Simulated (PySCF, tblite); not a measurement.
# C3H11FSi2, a small molecule taken as a stand-in for a surface group (C site with back bonds [SiH3], C, C[SiH3]): NMR shifts, core binding energies and electronic excitations

Wanted: the NMR shifts, core binding energies and electronic excitations for `CC(F)([SiH3])C[SiH3]`.

Computed with tblite 0.8.0 and PySCF 2.14.0; each step states its level. No surroundings beyond the atoms listed, unless a continuum is named. Atoms count from 0, parts from 1.

## 1. The system as given

17 atoms, charge 0, multiplicity 1; geometry: distance geometry start.

## 2. Relaxing the cluster with GFN2-xTB

Job settings and geometry (Å):

```
{"job": {"kind": "relax", "xc": "GFN2-xTB", "basis": "xTB"}, "charge": 0, "multiplicity": 1}
C      0.887604     0.298010     0.159160
Si    -0.271032    -0.504886     1.370701
C      1.723663     1.192912     0.901259
C      0.070147     1.020064    -0.805065
Si     1.068622     1.708257    -2.186436
F      1.596510    -0.634946    -0.389970
H     -1.477721    -0.863821     0.694887
H     -0.596050     0.429749     2.389326
H      0.323044    -1.655365     1.906404
H      2.377187     0.641252     1.546099
H      2.302974     1.763734     0.243107
H      1.160763     1.848704     1.498734
H     -0.402542     1.800684    -0.325891
H     -0.648179     0.380669    -1.185573
H      1.880253     2.794614    -1.705476
H      0.215391     2.203598    -3.196531
H      1.920181     0.727835    -2.725632
```

Method: GFN2-xTB geometry optimisation, gas phase.

On the command line:

```
$ OMP_NUM_THREADS=1 python cluster_run.py task.json out
```

One launch serves the whole session: the jobs run in the order shown.

**Question.** The jobs that follow are: PBE0-D3(BJ)/def2-SVP geometry optimisation, gas phase; GIAO PBE0/pcSseg-1 NMR shielding, non-relativistic, gas phase; delta-SCF UKS SCAN, pcX-2 on the ionised atom, pcseg-1 elsewhere, spin-free X2C; TDDFT CAM-B3LYP/def2-SVPD, vertical, gas phase, core orbitals frozen in the response. Predict: point group; rotational constants (main isotopes); 13C shifts against TMS (PBE0/pcSseg-1); 1H shifts against TMS (PBE0/pcSseg-1); 29Si shifts against TMS (PBE0/pcSseg-1); 19F shifts against CFCl3 (PBE0/pcSseg-1); C1s binding energies, SCAN/pcX-2; Si2p binding energies, SCAN/pcX-2 (standing for 1 of 2 atoms); F1s binding energies, SCAN/pcX-2; lowest singlet (CAM-B3LYP/def2-SVPD); brightest single state of those computed; lowest triplet; vertical ionisation energy (ΔSCF).

The runs gave:

```
                                                     quantity                                                                 value
                                                  point group                                                                    C1
                         rotational constants (main isotopes)                                                  3.80, 1.25, 1.19 GHz
                       13C shifts against TMS (PBE0/pcSseg-1)                                                  89.9, 25.7, 21.7 ppm
                        1H shifts against TMS (PBE0/pcSseg-1)  4.15, 4.08, 4.00, 3.97, 3.86, 3.71, 2.04, 1.67, 1.62, 0.85, 0.85 ppm
                      29Si shifts against TMS (PBE0/pcSseg-1)                                                      -53.2, -76.2 ppm
                     19F shifts against CFCl3 (PBE0/pcSseg-1)                                                            -189.3 ppm
                             C1s binding energies, SCAN/pcX-2                                    C0 292.42, C2 290.89, C3 290.46 eV
Si2p binding energies, SCAN/pcX-2 (standing for 1 of 2 atoms)                                                         Si1 106.93 eV
                             F1s binding energies, SCAN/pcX-2                                                          F5 691.74 eV
                         lowest singlet (CAM-B3LYP/def2-SVPD)                                           7.38 eV (168 nm), f = 0.008
                     brightest single state of those computed                                           state 4, 8.24 eV, f = 0.212
                                               lowest triplet                                                               6.99 eV
                            vertical ionisation energy (ΔSCF)                                                               9.98 eV
```

What this shows: The start of the PBE0/def2-SVP relaxation was shaken at random by about 0.01 Å, so part of the energy gained, and of the first lengths quoted, undoes that. The optimisation took 13 steps and gained 0.203 eV; among the close pairs (by a distance rule), Si1–H6 changed most, from 1.448 to 1.492 Å (PBE0/def2-SVP). Hydrogens of an XH3 group are listed apart at this fixed geometry; free rotation makes them one line at their mean. At SCAN/pcX-2: The C1s levels kept as sound span 1.96 eV, from C3 (carbon bonded to C, Si, 2 H) up to C0 (carbon bonded to 2 C, F, Si). The first singlet state (HOMO→LUMO 0.83) lies at 7.38 eV and is weak; of the 6 states computed, the strongest absorption comes from state 4 at 8.24 eV. The lowest triplet lies 0.39 eV below the lowest singlet (triplets in Tamm-Dancoff, singlets in full TDDFT). The orbital energy would give 9.34 eV for ionisation, ΔSCF gives 9.98 eV. A capped cluster stands for the solid here, so long-range fields and strain are missing, and bands or shifts of the capping hydrogens have no counterpart in it.
